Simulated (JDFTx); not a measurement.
Runs of JDFTx 1.7.0 (patched build) on BBrH2. The cell holds a molecule in a box, 4 atoms: a = 12.000 Å, b = 11.000 Å, c = 11.000 Å, α = 90.00°, β = 90.00°, γ = 90.00°. 

| task | level | potentials or basis | smearing | check on overlapping cores | liquid model | variant of the liquid model | solvent | density cutoff over wavefunction cutoff | gap on the mesh (eV) | largest force (eV/Å) |
| --- | --- | --- | --- | --- | --- | --- | --- | --- | --- | --- |
| solvation | PBEsol | PseudoDojo-SR-PBEsol-0.4.1-standard with smoothed tails | fixed | none | LinearPCM | GLSSA13 | CH2Cl2 | 4 | - | 0.24 |
| solvation | PBEsol | PseudoDojo-SR-PBEsol-0.4.1-standard with smoothed tails | fixed | none | LinearPCM | GLSSA13 | CHCl3 | 4 | - | 0.27 |
| solvation | PBEsol | PseudoDojo-SR-PBEsol-0.4.1-standard with smoothed tails | fixed | none | LinearPCM | GLSSA13 | CarbonDisulfide | 4 | - | 0.26 |
| solvation | PBEsol | PseudoDojo-SR-PBEsol-0.4.1-standard with smoothed tails | fixed | none | LinearPCM | GLSSA13 | Isobutanol | 4 | - | (b) |
| single point | PBE | PseudoDojo-SR-PBE-0.5-standard with smoothed tails | fermi-dirac 0.05 eV | - | - | - | - | 8 | 3.97 | 0.13 |
| single point | PBEsol | PseudoDojo-SR-PBEsol-0.4.1-standard with smoothed tails | fixed | none | - | - | - | 4 | (c) | (a) |
| solvation | PBEsol | PseudoDojo-SR-PBEsol-0.4.1-standard with smoothed tails | fixed | none | LinearPCM | GLSSA13 | EthyleneGlycol | 4 | - | 0.23 |

Alike in all rows: no spin polarisation; cell as given; k mesh 1 × 1 × 1; cutoff (eV) 1034.

Q: Estimate the missing entries.

A: (a) 0.25; (b) 0.32; (c) 3.89.

Caveats: forces may be off by hundredths of an eV/Å (some runs); the minimiser leaves empty levels unsolved, so they aren't listed (some runs); forces in the liquid are good to some per cent (some runs); the liquid is a continuum model, checked here against plausible ranges alone (some runs); solvation energies in this solvent often miss measured ones by over 0.05 eV (some runs).

A k mesh can miss the band edges, and the runs leave out spin-orbit coupling on Br.

A gap of «none» marks a metal or a gap under the smearing width.
